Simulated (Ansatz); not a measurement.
# Ga3BAs2: the cost of one run

Method: DFT PBE, scalar-relativistic, plane waves, PAW, in Ansatz 0.2.0.

1 further run of the same task is left out (set aside as unsound or not needed). Runs told in other sessions of the task aren't counted.

**1. Starting point**

The structure is hexagonal, space group P6/mmm (No. 191). Conventional cell: a = 6.401 Å, b = 6.401 Å, c = 3.795 Å, α = 90.00°, β = 90.00°, γ = 120.00°. Ga (site symmetry mmm) has 4 As at 2.65 Å and 4 Ga at 3.20 Å and 4 B at 3.72 Å in its first shell of neighbours. Around B (site symmetry 6/mmm) lie 6 As at 3.70 Å and 12 Ga at 3.72 Å and 2 B at 3.80 Å. As (site symmetry -6m2) has 6 Ga at 2.65 Å in its first shell of neighbours.

Structure file:

```xyz
6
Lattice="6.4011 0.0000 0.0000 -3.2006 5.5436 0.0000 0.0000 0.0000 3.7952" Properties=species:S:1:pos:R:3 pbc="T T T"
Ga    3.2006    0.0000    1.8976
Ga    1.6003    2.7718    1.8976
Ga   -1.6003    2.7718    1.8976
B     0.0000    0.0000    0.0000
As    0.0000    3.6957    0.0000
As    3.2006    1.8479    0.0000
```

The cell was relaxed beforehand at this level, from a database cell with other species swapped in; it is a trial structure. At a tolerance of 0.05 Å it has space group P6/mmm (No. 191); it has 22.45 Å³/atom, an uncorrected energy of +0.94 eV/atom over the elements.

**2. Static run: bands, density of states and charges**

Input file input.yaml:

```yaml
crystal:
  lattice:
    - [6.4011408612, 0.0, 0.0]
    - [-3.2005704306, 5.543550599, 0.0]
    - [0.0, 0.0, 3.7951555781]
  atoms:
    - { symbol: Ga, position: [0.5, 0.0, 0.5] }
    - { symbol: Ga, position: [0.5, 0.5, 0.5] }
    - { symbol: Ga, position: [0.0, 0.5, 0.5] }
    - { symbol: B, position: [0.0, 0.0, 0.0] }
    - { symbol: As, position: [0.3333333333, 0.6666666667, 0.0] }
    - { symbol: As, position: [0.6666666667, 0.3333333333, 0.0] }
basis:
  ecutwfc: 420
kpoints:
  mp_grid: { grid: [6, 6, 10] }
  band_path:
    path:
      - [[0.0, 0.0, 0.0], [0.5, 0.0, 0.0], [0.33333333, 0.33333333, 0.0], [0.0, 0.0, 0.0], [0.0, 0.0, 0.5], [0.5, 0.0, 0.5], [0.33333333, 0.33333333, 0.5], [0.0, 0.0, 0.5]]
      - [[0.5, 0.0, 0.5], [0.5, 0.0, 0.0]]
      - [[0.33333333, 0.33333333, 0.5], [0.33333333, 0.33333333, 0.0]]
    npoints: 14
hamiltonian:
  xc: pbe
scf:
  occupations: { method: gaussian, width: 0.1 }
  n_extra_bands: 15
output:
  forces: true
  stress: true
  eigenvalues: true
  populations: true
  dos: { projected: true, de: 0.02, nscf_kmesh: { grid: [8, 8, 12] } }
  bader: true
  write_density: true
  write_potential: true
  elf: true
  volumetric_format: npy
```

Launch:

```
> ansatz run input.yaml --threads 1 --pin off --max-ram 2560MiB --backend cpu --events-out ev --progress --plain --runs-dir out
```

What time and memory should one allow on 1 thread of Intel Xeon at 2.70GHz, shared host?

About 2.1 min, with a peak of 0.76 GiB.
